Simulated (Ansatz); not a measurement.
# C4H11BO: the cost of one run

The runs use Ansatz 0.2.0, Gaussian basis; the settings change from run to run.

### Step 1. The geometry

The structure was relaxed beforehand with PBE0-D4 in a triple-zeta def2 set.

SMILES `BOC(C)(C)C`, 17 atoms, charge 0, spin multiplicity 1.

Atoms are counted from 1 here; the program's logs count them from 0.

Bond lengths: B1–O2 1.337 Å, B1–H7 1.199 Å, B1–H8 1.200 Å, O2–C3 1.441 Å, C3–C4 1.517 Å, C3–C5 1.520 Å, C3–C6 1.520 Å, C4–H9 1.092 Å, C4–H10 1.092 Å, C4–H11 1.091 Å, C5–H12 1.092 Å, C5–H13 1.091 Å, C5–H14 1.092 Å, C6–H15 1.091 Å, C6–H16 1.092 Å, C6–H17 1.092 Å. Angles: O2–B1–H7 115.8°, O2–B1–H8 122.8°, H7–B1–H8 121.4°, B1–O2–C3 128.4°, O2–C3–C4 113.2°, O2–C3–C5 105.7°, O2–C3–C6 105.6°, C4–C3–C5 110.7°, C4–C3–C6 110.7°, C5–C3–C6 110.7°, C3–C4–H9 111.6°, C3–C4–H10 108.8°, C3–C4–H11 111.7°, H9–C4–H10 108.2°, H9–C4–H11 108.3°, H10–C4–H11 108.1°, C3–C5–H12 110.5°, C3–C5–H13 110.2° and more.

### Step 2. revPBE0/pcseg-2

This run has atoms shaken by 0.08 Å, a grid of angular degree 11, D4 dispersion.

in.yaml reads:

```yaml
crystal:
  periodic: [false, false, false]
  atoms:
    - {symbol: B, position_ang: [-0.658049, -2.039930, 0.051467]}
    - {symbol: O, position_ang: [-0.162588, -1.056952, 0.837291]}
    - {symbol: C, position_ang: [0.072027, 0.072861, 0.107412]}
    - {symbol: C, position_ang: [-0.125090, 0.144455, -1.185587]}
    - {symbol: C, position_ang: [1.568782, 0.508850, 0.508546]}
    - {symbol: C, position_ang: [-0.837524, 1.142341, 0.817522]}
    - {symbol: H, position_ang: [-0.846465, -3.043357, 0.745685]}
    - {symbol: H, position_ang: [-0.833833, -2.219952, -1.162377]}
    - {symbol: H, position_ang: [-0.988868, -0.077957, -1.762147]}
    - {symbol: H, position_ang: [0.289405, 1.133521, -1.759393]}
    - {symbol: H, position_ang: [0.708819, -0.560154, -1.766731]}
    - {symbol: H, position_ang: [1.827826, 1.334187, 0.266153]}
    - {symbol: H, position_ang: [1.679691, 0.287093, 1.574227]}
    - {symbol: H, position_ang: [2.175495, -0.293276, 0.011518]}
    - {symbol: H, position_ang: [-0.823874, 1.100265, 1.801070]}
    - {symbol: H, position_ang: [-1.932889, 0.973548, 0.430015]}
    - {symbol: H, position_ang: [-0.562967, 2.263192, 0.450279]}
basis:
  gaussian: {orbitals: pcseg-2, final_grid: {core_spheres: 5, valence_spheres: 4, degree: 11}}
hamiltonian: {xc: {name: revPBE0}, dispersion: d4}
output: {forces: true}
```

The run is started by

```sh
$ ansatz run in.yaml --threads 4 --pin off --events-out ev --progress --plain --max-ram 11315MiB
```

What time and memory should one allow on 4 threads of Arm Neoverse V2, shared host?

About 6 s, with a peak of 1.2 GiB.
